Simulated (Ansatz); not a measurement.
# ClFH2OSeZr: basis-set convergence

An exercise on one series of results from a longer session: the logs are not shown, and one member is left open.

Computed with Ansatz 0.2.0, Gaussian basis. Level: one geometry, several basis sets.

The runs, in order: PBE0-D4/def2-SVP; ωB97M-V/def2-SVP; PBE0-D4/def2-QZVPP; ωB97M-V/def2-QZVPP; the functionals' def2-TZVPP values are taken from earlier runs.

### The geometry

The geometry comes from an earlier relaxation with PBE0-D4 in a triple-zeta def2 set; it is a stationary point, not always the lowest conformer. Zr takes the def2 core potential; no spin-orbit term is included.

SMILES `[OH][Zr]([F])([Cl])[SeH]`, 7 atoms, charge 0, spin multiplicity 1.

Atoms are counted from 1 here; the program's logs count them from 0.

Bond lengths: O1–Zr2 1.888 Å, O1–H6 0.954 Å, Zr2–F3 1.892 Å, Zr2–Cl4 2.348 Å, Zr2–Se5 2.583 Å, Se5–H7 1.472 Å. Angles: Zr2–O1–H6 170.6°, O1–Zr2–F3 112.5°, O1–Zr2–Cl4 109.7°, O1–Zr2–Se5 107.6°, F3–Zr2–Cl4 108.7°, F3–Zr2–Se5 107.8°, Cl4–Zr2–Se5 110.6°, Zr2–Se5–H7 88.2°.

As a file:

```xyz
7
charge 0, multiplicity 1
O    -0.8786    0.3671    1.1972
Zr    0.2244   -0.6048    0.0129
F     1.5692   -1.5840    0.9139
Cl   -1.0840   -2.1009   -1.2380
Se    1.3944    1.0967   -1.5384
H    -1.4619    0.7202    1.8641
H     0.2977    2.0377   -1.2573
```

Set-up of the first run:

in.yaml

```yaml
crystal:
  periodic: [false, false, false]
  atoms:
    - {symbol: O, position_ang: [-0.878592, 0.367106, 1.197183]}
    - {symbol: Zr, position_ang: [0.224374, -0.604807, 0.012850]}
    - {symbol: F, position_ang: [1.569212, -1.584046, 0.913866]}
    - {symbol: Cl, position_ang: [-1.084005, -2.100910, -1.237968]}
    - {symbol: Se, position_ang: [1.394416, 1.096702, -1.538379]}
    - {symbol: H, position_ang: [-1.461908, 0.720246, 1.864150]}
    - {symbol: H, position_ang: [0.297703, 2.037710, -1.257301]}
basis:
  gaussian: {orbitals: def2-SVP}
hamiltonian: {xc: pbe0, dispersion: d4}
output: {orbitals: {seedname: orbitals}}
```

The run is started by

```
$ ansatz run in.yaml --threads 4 --pin off --events-out ev --progress --plain --max-ram 10444MiB
```

Among the steps run: PBE0-D4 in def2-SVP; ωB97M-V in def2-SVP; PBE0-D4 in def2-QZVPP; ωB97M-V in def2-QZVPP.

One table of the session follows, with a row left open; its other results are not shown here.

It belongs to the step «Density functionals: the series». 

| functional | basis | HOMO (eV) | LUMO (eV) |
| --- | --- | --- | --- |
| PBE0-D4 | def2-SVP | -7.30 | -1.57 |
| PBE0-D4 | def2-TZVPP | -7.39 | -1.67 |
| PBE0-D4 | def2-QZVPP | -7.40 | -1.69 |
| ωB97M-V | def2-SVP | -9.35 | 0.46 |
| ωB97M-V | def2-TZVPP | ? | ? |
| ωB97M-V | def2-QZVPP | -9.48 | 0.14 |

Estimate the missing values for ωB97M-V, def2-TZVPP.

**Answer.** HOMO (eV): -9.46; LUMO (eV): 0.28. In the column «HOMO (eV)» it lies between ωB97M-V, def2-QZVPP (-9.48) and ωB97M-V, def2-SVP (-9.35).
